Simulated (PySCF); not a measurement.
**ZrCl2: triplet, from a linear start**

Aim: relax ZrCl2 as a triplet from a hand-made linear geometry, check by its vibrations whether the end is a minimum, and collect its spectrum and constants.

The runs use PySCF 2.14.0; PBE0, basis Zr def2-TZVP with ECP28, Cl def2-TZVP, scalar-relativistic core potentials, no spin–orbit coupling, density fitting.

## Step 1: Starting geometry

3 atoms, charge 0, spin multiplicity 3.

Bond lengths: Zr1–Cl2 2.530 Å, Zr1–Cl3 2.530 Å. Angles: Cl2–Zr1–Cl3 180.0°.

```xyz
3
charge 0 multiplicity 3
Zr    0.0000    0.0000    0.0000
Cl    0.0000    0.0000    2.5300
Cl    0.0000    0.0000   -2.5300
```

## Step 2: First SCF at the start

One driver script runs all steps and calls PySCF; scf.py shows how it sets up the SCF of each step. The optimiser is the driver's own. After this first run the driver tries any further starts and a stability analysis.

scf.py reads:

```python
from pyscf import gto, scf, dft
mol = gto.M(atom='''
Zr     0.000000     0.000000     0.000000
Cl     0.000000     0.000000     2.530000
Cl     0.000000     0.000000    -2.530000''',
    basis={'Zr': 'def2-TZVP', 'Cl': 'def2-TZVP'},
    ecp={'Zr': 'def2-TZVP'},
    charge=0, spin=2)
mf = dft.UKS(mol, xc='PBE0')
mf.grids.atom_grid = (50, 194)
aux = {'Zr': 'def2-universal-JKFIT', 'Cl': 'def2-universal-JKFIT'}
mf = mf.density_fit(auxbasis=aux)
mf.conv_tol = 1e-08
mf.diis_space = 10
mf.max_cycle = 60
mf.init_guess = 'minao'
mf.verbose = 4
mf.kernel()
```

Started as:

```console
$ OMP_NUM_THREADS=4 python axn.py task.json out
```

The runs that follow: Relaxing the triplet from the linear start; Is it a minimum? Harmonic modes; Leaving the saddle point; Hessian and properties.

**Question.** What will these runs give? Wanted: minimum; geometry; wavenumbers; dipole moment; highest occupied, lowest empty level; polar-tensor charge of Zr1; zero-point energy; atomisation energy; ⟨S²⟩.

As calculated:

| quantity | value |
| --- | --- |
| minimum | triplet, C2v |
| geometry | Zr–Cl 2.347 Å (×2); Cl–Zr–Cl 143.2° |
| wavenumbers (cm⁻¹) | 52 (a1), 362 (a1), 408 (b2) |
| dipole moment | 1.75 D |
| highest occupied, lowest empty level (either spin) | -5.77, -2.85 eV |
| polar-tensor charge of Zr1 | +1.19 e |
| zero-point energy | 4.9 kJ/mol |
| entropy at 298.15 K | 314.0 J/(mol K) |
| atomisation energy (no zero-point energy) | 994 kJ/mol |
| ⟨S²⟩ | 2.005 |

What this shows: From D∞h at the start the molecule goes to a C2v minimum, after a stop at a second-order saddle point 3.3 kJ/mol higher, from which it was pushed off along an imaginary mode. In the infrared the band at 408 cm⁻¹ (b2, stretch) leads. Most of the spin sits on Zr1 (Mulliken spin 2.08, against 2 for the whole molecule). The first SCF alone would have been 57 kJ/mol too high. Only this shape and spin were tried, so other structures or states may lie lower. Open d and f shells are described by one determinant, and the ground state may have another occupation or spin.
